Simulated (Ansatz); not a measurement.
Write a Python script for the Python package of Ansatz (0.2.0) that makes a short molecular-dynamics run of CH3NOSi, SMILES O[SiH]1C=N1. Settings: PBE0, 6-31G* basis, multiplicity 1, D3BJ dispersion.

```yaml
atoms:
  - { symbol: O, position_ang: [-0.7444, 0.9726, -1.1808] }
  - { symbol: Si, position_ang: [0.2961, 0.6413, -0.0098] }
  - { symbol: C, position_ang: [0.7385, -1.0070, 0.2783] }
  - { symbol: N, position_ang: [-0.3783, -0.8818, 0.5811] }
  - { symbol: H, position_ang: [-1.5698, 0.4309, -1.1585] }
  - { symbol: H, position_ang: [0.2008, 1.6025, 1.1263] }
  - { symbol: H, position_ang: [1.5184, -1.8265, 0.3177] }
```

`md_ch3nosi.py`:
```python
"""A short Born-Oppenheimer trajectory of CH3NOSi."""

import warnings

import ansatz as az
import numpy as np

warnings.simplefilter("ignore", az.DeckWarning)

geometry = (
    az.Crystal.molecule()
    .atom("O", [-0.7444, 0.9726, -1.1808])
    .atom("Si", [0.2961, 0.6413, -0.0098])
    .atom("C", [0.7385, -1.007, 0.2783])
    .atom("N", [-0.3783, -0.8818, 0.5811])
    .atom("H", [-1.5698, 0.4309, -1.1585])
    .atom("H", [0.2008, 1.6025, 1.1263])
    .atom("H", [1.5184, -1.8265, 0.3177])
)

model = (
    geometry.calculation()
    .basis(gaussian="6-31G*")
    .functional("PBE0", dispersion="d3bj")
    .md("nvt_nose_hoover", timestep=0.25, steps=30, temperature=200, initial_velocities="maxwell_boltzmann", seed=82, thermostat_time=20)
)
frames = []
model.session().plan().execute(on_event=lambda e: frames.append(e["data"]) if e["event"] == "md_step" else None)
print("t (fs)   E_pot (eV)      E_kin (eV)   T (K)   d(0-1) (A)")
for f in frames[::1]:
    xyz = np.array(f["positions_ang"])
    print(f"{f['time_fs']:6.2f} {f['lagrangian_ev']:14.5f} {f['e_kin_ev']:10.5f} {f['temperature_k']:8.1f} {np.linalg.norm(xyz[0] - xyz[1]):9.4f}")
kept = np.array([f["conserved_ev"] for f in frames])
print(f"conserved energy moves by at most {1000 * np.ptp(kept):.3f} meV")
```

Running `python md_ch3nosi.py` prints:
```text
t (fs)   E_pot (eV)      E_kin (eV)   T (K)   d(0-1) (A)
  0.00   -12489.59896    0.12926    200.0    1.6011
  0.25   -12489.61321    0.14348    222.0    1.6028
  0.50   -12489.63730    0.16750    259.2    1.6045
  0.75   -12489.67017    0.20024    309.8    1.6064
  1.00   -12489.71029    0.24018    371.6    1.6084
  1.25   -12489.75576    0.28537    441.5    1.6104
  1.50   -12489.80448    0.33365    516.2    1.6126
  1.75   -12489.85422    0.38273    592.2    1.6148
  2.00   -12489.90282    0.43036    665.9    1.6171
  2.25   -12489.94832    0.47449    734.2    1.6195
  2.50   -12489.98907    0.51337    794.3    1.6219
  2.75   -12490.02387    0.54571    844.4    1.6244
  3.00   -12490.05201    0.57072    883.1    1.6270
  3.25   -12490.07331    0.58818    910.1    1.6295
  3.50   -12490.08811    0.59841    925.9    1.6321
  3.75   -12490.09718    0.60220    931.8    1.6347
  4.00   -12490.10163    0.60067    929.4    1.6374
  4.25   -12490.10269    0.59510    920.8    1.6400
  4.50   -12490.10161    0.58678    907.9    1.6426
  4.75   -12490.09941    0.57679    892.4    1.6452
  5.00   -12490.09685    0.56594    875.7    1.6477
  5.25   -12490.09430    0.55465    858.2    1.6503
  5.50   -12490.09175    0.54297    840.1    1.6528
  5.75   -12490.08892    0.53068    821.1    1.6553
  6.00   -12490.08532    0.51736    800.5    1.6577
  6.25   -12490.08040    0.50256    777.6    1.6601
  6.50   -12490.07370    0.48591    751.8    1.6625
  6.75   -12490.06493    0.46720    722.9    1.6648
  7.00   -12490.05401    0.44649    690.8    1.6671
  7.25   -12490.04115    0.42409    656.2    1.6693
  7.50   -12490.02680    0.40052    619.7    1.6715
conserved energy moves by at most 1.051 meV
```

Caveats:
- The settings weren't tested for convergence.
- The trajectory is only some femtoseconds long, so its temperature is not equilibrated; where the script doesn't relax first, it starts from a rough generated geometry.
- The temperature counts the internal degrees of freedom alone.
- It ran for 60 s on 1 thread of Arm Neoverse V2 (shared host), peak memory 0.2 GiB.

(Lines on the test bed's own set-up are left out of the output.)
